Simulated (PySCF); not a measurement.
# A gas-phase reaction: H4MgO2Si + H2O → H2MgO2 + H4OSi

What reaction energy should one expect for `[OH][Mg][O][SiH3]` + `O` → `[OH][Mg][OH]` + `O[SiH3]`?

Programs: PySCF 2.14.0. All values are calculated, for the isolated system unless a continuum is named. Atoms count from 0, parts from 1.

### Step 1. Starting point

Each species was relaxed by itself at PBE0-D3(BJ)/def2-SVPD.

### Step 2. Reaction energy: wB97M-D3(BJ)/def2-TZVPD

Job settings and geometry (Å):

```
{"job": {"kind": "react", "xc": "wB97M-D3(BJ)", "basis": "def2-TZVPD"}, "charge": 0, "multiplicity": 1}
-1 H4MgO2Si charge 0 multiplicity 1
O      2.481060    -2.226030     0.451450
Mg     1.174730    -1.041810     0.229880
O     -0.112340     0.175580    -0.072410
Si    -1.328790     1.246780    -0.297650
H      2.975880    -2.953820     0.806180
H     -2.021980     1.557380     0.994530
H     -0.815110     2.535910    -0.863440
H     -2.353450     0.705990    -1.248530

-1 H2O charge 0 multiplicity 1
O     -0.000850     0.389400    -0.000730
H     -0.762460    -0.196360     0.001430
H      0.763330    -0.193010    -0.000710

+1 H2MgO2 charge 0 multiplicity 1
O     -0.556850    -0.692770     1.560860
Mg     0.068820     0.041810     0.054400
O      0.826280     0.856930    -1.347010
H     -1.182520    -1.249120     2.010680
H      0.844270     1.043160    -2.278940

+1 H4OSi charge 0 multiplicity 1
O      1.136120     0.581310    -0.065970
Si    -0.436390    -0.001940    -0.008910
H      1.851330    -0.026790     0.131460
H     -0.773210    -0.514170     1.353940
H     -1.302150     1.157180    -0.350370
H     -0.638800    -1.105880    -0.995530
```

Level: wB97M-D3(BJ)/def2-TZVPD reaction energy of separated species, gas phase.

Run with:

```console
OMP_NUM_THREADS=1 python cluster_run.py task.json out
```

This one command runs all jobs of the session in turn.

Standard output:

```text
species 1 (H4MgO2Si)
coarse grid: 32896 points
cycle   1  E = -642.4924987958  dE =  6.863e-02  |g| = 1.148e+00  |ddm| = 2.299e+00
cycle   2  E = -642.3169185523  dE =  1.756e-01  |g| = 1.556e+00  |ddm| = 1.481e+00
cycle   3  E = -642.7421665239  dE = -4.252e-01  |g| = 5.224e-02  |ddm| = 7.961e-01
cycle   4  E = -642.7431061604  dE = -9.396e-04  |g| = 3.040e-02  |ddm| = 8.798e-02
cycle   5  E = -642.7432726729  dE = -1.665e-04  |g| = 1.397e-02  |ddm| = 2.487e-02
cycle   6  E = -642.7433156004  dE = -4.293e-05  |g| = 2.763e-03  |ddm| = 1.169e-02
cycle   7  E = -642.7433186287  dE = -3.028e-06  |g| = 5.693e-04  |ddm| = 5.198e-03
final grid: 67360 points
cycle   8  E = -642.7433436073  dE = -3.483e-07  |g| = 2.887e-04  |ddm| = 3.366e-03
cycle   9  E = -642.7433436384  dE = -3.110e-08  |g| = 2.654e-04  |ddm| = 7.256e-04
cycle  10  E = -642.7433436521  dE = -1.370e-08  |g| = 7.348e-05  |ddm| = 1.690e-04
cycle  11  E = -642.7433436558  dE = -3.649e-09  |g| = 1.886e-05  |ddm| = 2.072e-04
cycle  12  E = -642.7433436560  dE = -2.561e-10  |g| = 5.476e-06  |ddm| = 5.791e-05
converged SCF energy = -642.7433436560

species 2 (H2O)
coarse grid: 10128 points
cycle   1  E = -76.4117497308  dE = -7.454e-02  |g| = 5.872e-01  |ddm| = 8.994e-01
cycle   2  E = -76.4087422933  dE =  3.007e-03  |g| = 6.461e-01  |ddm| = 5.038e-01
cycle   3  E = -76.4759334162  dE = -6.719e-02  |g| = 2.731e-02  |ddm| = 2.374e-01
cycle   4  E = -76.4760586200  dE = -1.252e-04  |g| = 5.497e-03  |ddm| = 1.609e-02
cycle   5  E = -76.4760672968  dE = -8.677e-06  |g| = 8.214e-04  |ddm| = 5.831e-03
final grid: 21952 points
cycle   6  E = -76.4760630124  dE = -1.975e-07  |g| = 5.842e-04  |ddm| = 1.373e-03
cycle   7  E = -76.4760630192  dE = -6.839e-09  |g| = 6.465e-04  |ddm| = 6.469e-04
cycle   8  E = -76.4760630828  dE = -6.362e-08  |g| = 3.198e-05  |ddm| = 2.235e-04
cycle   9  E = -76.4760630836  dE = -8.222e-10  |g| = 4.134e-06  |ddm| = 1.105e-04
converged SCF energy = -76.4760630836

species 3 (H2MgO2)
coarse grid: 21536 points
cycle   1  E = -351.7190291540  dE =  7.804e-02  |g| = 1.111e+00  |ddm| = 1.759e+00
cycle   2  E = -351.5684254476  dE =  1.506e-01  |g| = 1.489e+00  |ddm| = 1.283e+00
cycle   3  E = -351.9551939222  dE = -3.868e-01  |g| = 4.181e-02  |ddm| = 6.557e-01
cycle   4  E = -351.9559677105  dE = -7.738e-04  |g| = 1.474e-02  |ddm| = 6.104e-02
cycle   5  E = -351.9560556686  dE = -8.796e-05  |g| = 3.435e-03  |ddm| = 1.911e-02
cycle   6  E = -351.9560640778  dE = -8.409e-06  |g| = 8.410e-04  |ddm| = 6.551e-03
final grid: 44696 points
cycle   7  E = -351.9559945183  dE = -6.443e-07  |g| = 5.649e-04  |ddm| = 2.832e-03
cycle   8  E = -351.9559946097  dE = -9.143e-08  |g| = 5.988e-04  |ddm| = 9.976e-04
cycle   9  E = -351.9559946762  dE = -6.649e-08  |g| = 1.087e-04  |ddm| = 2.835e-04
cycle  10  E = -351.9559946911  dE = -1.492e-08  |g| = 2.425e-05  |ddm| = 3.888e-04
cycle  11  E = -351.9559946914  dE = -3.135e-10  |g| = 5.565e-06  |ddm| = 5.304e-05
converged SCF energy = -351.9559946914

species 4 (H4OSi)
coarse grid: 21480 points
cycle   1  E = -367.1688265728  dE = -1.047e-01  |g| = 6.541e-01  |ddm| = 1.653e+00
cycle   2  E = -367.1468567644  dE =  2.197e-02  |g| = 7.799e-01  |ddm| = 6.949e-01
cycle   3  E = -367.2485154117  dE = -1.017e-01  |g| = 3.328e-02  |ddm| = 3.547e-01
cycle   4  E = -367.2487810631  dE = -2.657e-04  |g| = 9.091e-03  |ddm| = 3.785e-02
cycle   5  E = -367.2488024908  dE = -2.143e-05  |g| = 1.523e-03  |ddm| = 1.274e-02
cycle   6  E = -367.2488033259  dE = -8.352e-07  |g| = 3.490e-04  |ddm| = 2.914e-03
final grid: 44624 points
cycle   7  E = -367.2487611725  dE = -7.466e-08  |g| = 1.294e-04  |ddm| = 1.282e-03
cycle   8  E = -367.2487611795  dE = -6.955e-09  |g| = 5.470e-05  |ddm| = 2.057e-04
cycle   9  E = -367.2487611803  dE = -8.361e-10  |g| = 1.648e-05  |ddm| = 5.541e-05
converged SCF energy = -367.2487611803

Reaction energy = 9.283 kcal/mol
```

Run time: 35 s. Hardware: 1 thread of Arm Neoverse N1, shared host; peak memory 0.65 GiB.

Species by species (with the dispersion term, which the log's SCF energies lack):

| ν | species | energy (Eh) | HOMO (eV) |
| --- | --- | --- | --- |
| -1 | [OH][Mg][O][SiH3] | -642.74898 | -10.47 |
| -1 | O | -76.47682 | -11.72 |
| +1 | [OH][Mg][OH] | -351.95836 | -10.52 |
| +1 | O[SiH3] | -367.25265 | -11.19 |

### Step 3. Reaction energy: PBE0-D3(BJ)/def2-TZVPD

Settings changed since step 2:

```diff
@@ -1,2 +1,2 @@
-{"job": {"kind": "react", "xc": "wB97M-D3(BJ)", "basis": "def2-TZVPD"}, "charge": 0, "multiplicity": 1}
+{"job": {"kind": "react", "xc": "PBE0", "basis": "def2-TZVPD", "disp": "d3bj"}, "charge": 0, "multiplicity": 1}
 -1 H4MgO2Si charge 0 multiplicity 1
```

With the program's defaults for keys left out, this is: PBE0-D3(BJ)/def2-TZVPD reaction energy of separated species, gas phase.

Standard output:

```text
species 1 (H4MgO2Si)
coarse grid: 7904 points
cycle   1  E = -641.9408357624  dE =  1.876e-01  |g| = 1.266e+00  |ddm| = 2.423e+00
cycle   2  E = -640.8603369280  dE =  1.080e+00  |g| = 2.578e+00  |ddm| = 2.223e+00
cycle   3  E = -642.2329064311  dE = -1.373e+00  |g| = 1.225e-01  |ddm| = 1.675e+00
cycle   4  E = -642.2363902782  dE = -3.484e-03  |g| = 2.436e-02  |ddm| = 1.067e-01
cycle   5  E = -642.2364756577  dE = -8.538e-05  |g| = 5.197e-03  |ddm| = 2.776e-02
cycle   6  E = -642.2364777914  dE = -2.134e-06  |g| = 4.105e-03  |ddm| = 5.936e-03
cycle   7  E = -642.2364806860  dE = -2.895e-06  |g| = 7.200e-04  |ddm| = 2.436e-03
final grid: 67360 points
cycle   8  E = -642.2369195483  dE = -2.838e-05  |g| = 5.835e-03  |ddm| = 4.840e-02
cycle   9  E = -642.2369086164  dE =  1.093e-05  |g| = 9.704e-03  |ddm| = 7.874e-03
cycle  10  E = -642.2369249393  dE = -1.632e-05  |g| = 6.344e-04  |ddm| = 5.294e-03
cycle  11  E = -642.2369249955  dE = -5.626e-08  |g| = 1.728e-04  |ddm| = 6.937e-04
cycle  12  E = -642.2369249987  dE = -3.164e-09  |g| = 1.095e-04  |ddm| = 1.416e-04
cycle  13  E = -642.2369250008  dE = -2.059e-09  |g| = 1.035e-05  |ddm| = 6.133e-05
cycle  14  E = -642.2369250008  dE = -2.331e-11  |g| = 2.186e-06  |ddm| = 1.270e-05
converged SCF energy = -642.2369250008

species 2 (H2O)
coarse grid: 2328 points
cycle   1  E = -76.3044307163  dE = -5.302e-03  |g| = 6.571e-01  |ddm| = 9.011e-01
cycle   2  E = -76.1882104765  dE =  1.162e-01  |g| = 1.036e+00  |ddm| = 7.256e-01
cycle   3  E = -76.3820302292  dE = -1.938e-01  |g| = 3.132e-02  |ddm| = 4.396e-01
cycle   4  E = -76.3822125322  dE = -1.823e-04  |g| = 5.864e-03  |ddm| = 1.606e-02
cycle   5  E = -76.3822176712  dE = -5.139e-06  |g| = 7.850e-04  |ddm| = 2.507e-03
final grid: 21952 points
cycle   6  E = -76.3808944218  dE = -1.510e-05  |g| = 3.450e-03  |ddm| = 9.315e-03
cycle   7  E = -76.3808924539  dE =  1.968e-06  |g| = 4.755e-03  |ddm| = 3.323e-03
cycle   8  E = -76.3808961741  dE = -3.720e-06  |g| = 2.518e-04  |ddm| = 1.966e-03
cycle   9  E = -76.3808961847  dE = -1.061e-08  |g| = 2.399e-05  |ddm| = 1.101e-04
cycle  10  E = -76.3808961848  dE = -1.122e-10  |g| = 3.293e-06  |ddm| = 1.516e-05
converged SCF energy = -76.3808961848

species 3 (H2MgO2)
coarse grid: 5040 points
cycle   1  E = -351.3239259959  dE =  2.113e-01  |g| = 1.248e+00  |ddm| = 1.825e+00
cycle   2  E = -350.2599918392  dE =  1.064e+00  |g| = 2.546e+00  |ddm| = 2.016e+00
cycle   3  E = -351.6110034140  dE = -1.351e+00  |g| = 1.222e-01  |ddm| = 1.529e+00
cycle   4  E = -351.6145681859  dE = -3.565e-03  |g| = 2.339e-02  |ddm| = 9.607e-02
cycle   5  E = -351.6146639580  dE = -9.577e-05  |g| = 5.039e-03  |ddm| = 1.989e-02
cycle   6  E = -351.6146678534  dE = -3.895e-06  |g| = 1.958e-03  |ddm| = 3.163e-03
final grid: 44696 points
cycle   7  E = -351.6144771363  dE = -2.917e-05  |g| = 6.217e-03  |ddm| = 3.051e-02
cycle   8  E = -351.6144642988  dE =  1.284e-05  |g| = 1.053e-02  |ddm| = 8.067e-03
cycle   9  E = -351.6144835156  dE = -1.922e-05  |g| = 4.039e-04  |ddm| = 5.159e-03
cycle  10  E = -351.6144835395  dE = -2.389e-08  |g| = 9.336e-05  |ddm| = 3.154e-04
cycle  11  E = -351.6144835400  dE = -5.142e-10  |g| = 7.131e-05  |ddm| = 7.737e-05
cycle  12  E = -351.6144835409  dE = -8.851e-10  |g| = 5.831e-06  |ddm| = 3.694e-05
converged SCF energy = -351.6144835409

species 4 (H4OSi)
coarse grid: 5192 points
cycle   1  E = -366.9025660387  dE = -4.115e-02  |g| = 7.017e-01  |ddm| = 1.659e+00
cycle   2  E = -366.7144408038  dE =  1.881e-01  |g| = 1.212e+00  |ddm| = 9.233e-01
cycle   3  E = -366.9888215184  dE = -2.744e-01  |g| = 5.291e-02  |ddm| = 6.172e-01
cycle   4  E = -366.9894211741  dE = -5.997e-04  |g| = 1.056e-02  |ddm| = 4.173e-02
cycle   5  E = -366.9894390941  dE = -1.792e-05  |g| = 1.260e-03  |ddm| = 7.472e-03
cycle   6  E = -366.9894395251  dE = -4.310e-07  |g| = 2.325e-04  |ddm| = 1.532e-03
final grid: 44624 points
cycle   7  E = -366.9884046764  dE = -1.195e-05  |g| = 3.430e-03  |ddm| = 1.839e-02
cycle   8  E = -366.9884019154  dE =  2.761e-06  |g| = 5.187e-03  |ddm| = 4.015e-03
cycle   9  E = -366.9884064752  dE = -4.560e-06  |g| = 2.986e-04  |ddm| = 2.497e-03
cycle  10  E = -366.9884064891  dE = -1.388e-08  |g| = 4.592e-05  |ddm| = 1.906e-04
cycle  11  E = -366.9884064894  dE = -3.021e-10  |g| = 6.995e-06  |ddm| = 3.872e-05
converged SCF energy = -366.9884064894

Reaction energy = 9.731 kcal/mol
```

Wall time 19 s (1 thread of Arm Neoverse N1, shared host); peak memory 0.59 GiB.

Reaction energy at this level: 9.73 kcal/mol.

### Step 4. Reaction energy: MP2/def2-TZVPD

Settings changed since step 3:

```diff
@@ -1,2 +1,2 @@
-{"job": {"kind": "react", "xc": "PBE0", "basis": "def2-TZVPD", "disp": "d3bj"}, "charge": 0, "multiplicity": 1}
+{"job": {"kind": "react", "xc": "MP2", "basis": "def2-TZVPD"}, "charge": 0, "multiplicity": 1}
 -1 H4MgO2Si charge 0 multiplicity 1
```

With the program's defaults for keys left out, this is: MP2/def2-TZVPD reaction energy of separated species, gas phase.

Standard output:

```text
species 1 (H4MgO2Si)
final grid: 67360 points
cycle   1  E = -640.6544482762  dE = -1.556e-01  |g| = 8.836e-01  |ddm| = 2.262e+00
cycle   2  E = -640.7364101281  dE = -8.196e-02  |g| = 6.750e-01  |ddm| = 9.298e-01
cycle   3  E = -640.8140471557  dE = -7.764e-02  |g| = 4.800e-02  |ddm| = 3.634e-01
cycle   4  E = -640.8152235102  dE = -1.176e-03  |g| = 1.364e-02  |ddm| = 8.890e-02
cycle   5  E = -640.8152895604  dE = -6.605e-05  |g| = 6.042e-03  |ddm| = 1.839e-02
cycle   6  E = -640.8153023470  dE = -1.279e-05  |g| = 1.730e-03  |ddm| = 7.738e-03
cycle   7  E = -640.8153038026  dE = -1.456e-06  |g| = 4.223e-04  |ddm| = 3.362e-03
cycle   8  E = -640.8153039077  dE = -1.051e-07  |g| = 9.118e-05  |ddm| = 1.136e-03
cycle   9  E = -640.8153039126  dE = -4.853e-09  |g| = 2.138e-05  |ddm| = 2.547e-04
cycle  10  E = -640.8153039129  dE = -3.055e-10  |g| = 5.379e-06  |ddm| = 5.105e-05
converged SCF energy = -640.8153039129

species 2 (H2O)
final grid: 21952 points
cycle   1  E = -76.0248943787  dE = -1.467e-01  |g| = 4.364e-01  |ddm| = 8.776e-01
cycle   2  E = -76.0503805037  dE = -2.549e-02  |g| = 2.594e-01  |ddm| = 2.972e-01
cycle   3  E = -76.0608895982  dE = -1.051e-02  |g| = 2.594e-02  |ddm| = 1.025e-01
cycle   4  E = -76.0610469580  dE = -1.574e-04  |g| = 5.694e-03  |ddm| = 1.523e-02
cycle   5  E = -76.0610613259  dE = -1.437e-05  |g| = 1.176e-03  |ddm| = 5.302e-03
cycle   6  E = -76.0610622157  dE = -8.898e-07  |g| = 2.235e-04  |ddm| = 1.658e-03
cycle   7  E = -76.0610622524  dE = -3.670e-08  |g| = 3.304e-05  |ddm| = 3.733e-04
cycle   8  E = -76.0610622530  dE = -6.656e-10  |g| = 4.159e-06  |ddm| = 3.886e-05
converged SCF energy = -76.0610622530

species 3 (H2MgO2)
final grid: 44696 points
cycle   1  E = -350.5136434757  dE = -1.213e-01  |g| = 8.405e-01  |ddm| = 1.737e+00
cycle   2  E = -350.5828570883  dE = -6.921e-02  |g| = 6.399e-01  |ddm| = 8.983e-01
cycle   3  E = -350.6509330138  dE = -6.808e-02  |g| = 3.211e-02  |ddm| = 3.022e-01
cycle   4  E = -350.6515115002  dE = -5.785e-04  |g| = 8.601e-03  |ddm| = 5.214e-02
cycle   5  E = -350.6515623091  dE = -5.081e-05  |g| = 2.454e-03  |ddm| = 1.565e-02
cycle   6  E = -350.6515675322  dE = -5.223e-06  |g| = 5.902e-04  |ddm| = 5.679e-03
cycle   7  E = -350.6515678129  dE = -2.807e-07  |g| = 1.301e-04  |ddm| = 1.594e-03
cycle   8  E = -350.6515678237  dE = -1.082e-08  |g| = 5.570e-05  |ddm| = 2.609e-04
cycle   9  E = -350.6515678249  dE = -1.191e-09  |g| = 2.142e-05  |ddm| = 5.834e-05
cycle  10  E = -350.6515678252  dE = -2.245e-10  |g| = 3.984e-06  |ddm| = 2.613e-05
converged SCF energy = -350.6515678252

species 4 (H4OSi)
final grid: 44624 points
cycle   1  E = -366.1490696459  dE = -2.082e-01  |g| = 5.094e-01  |ddm| = 1.609e+00
cycle   2  E = -366.1899552070  dE = -4.089e-02  |g| = 3.206e-01  |ddm| = 4.181e-01
cycle   3  E = -366.2073479535  dE = -1.739e-02  |g| = 4.203e-02  |ddm| = 1.600e-01
cycle   4  E = -366.2079633907  dE = -6.154e-04  |g| = 7.725e-03  |ddm| = 4.691e-02
cycle   5  E = -366.2079906018  dE = -2.721e-05  |g| = 1.418e-03  |ddm| = 1.248e-02
cycle   6  E = -366.2079918396  dE = -1.238e-06  |g| = 3.822e-04  |ddm| = 2.859e-03
cycle   7  E = -366.2079919385  dE = -9.888e-08  |g| = 9.912e-05  |ddm| = 6.814e-04
cycle   8  E = -366.2079919453  dE = -6.838e-09  |g| = 2.234e-05  |ddm| = 2.089e-04
cycle   9  E = -366.2079919456  dE = -3.329e-10  |g| = 4.458e-06  |ddm| = 4.975e-05
converged SCF energy = -366.2079919456

Reaction energy = 9.861 kcal/mol
```

It took 8.5 s on 1 thread of Arm Neoverse N1, shared host; peak memory 0.49 GiB.

Reaction energy at this level: 9.86 kcal/mol.

### Step 5. Comparing the runs

Energies in kcal/mol, with wall time:

| run | reaction | time |
| --- | --- | --- |
| wB97M-D3(BJ)/def2-TZVPD | 9.28 | 35 s |
| PBE0-D3(BJ)/def2-TZVPD | 9.73 | 19 s |
| MP2/def2-TZVPD | 9.86 | 8.5 s |

### Step 6. Outcome

```
                                                quantity                  value
               reaction energy (wB97M-D3(BJ)/def2-TZVPD)          9.28 kcal/mol
                     ΔH, ΔG at 298 K (xTB thermal terms)   +10.3, +8.6 kcal/mol
range of the reaction energy over the runs of this table  9.28 to 9.86 kcal/mol
```

In words: The reaction is endothermic by 10.3 kcal/mol in the gas phase; dispersion gives +0.09, and xTB itself gave 1.86 for the electronic energy (xTB energies and thermal terms come from the earlier relaxation of each species, not shown). No barrier was sought. The reaction energy runs from 9.28 (wB97M-D3(BJ)/def2-TZVPD) to 9.86 kcal/mol (MP2/def2-TZVPD).
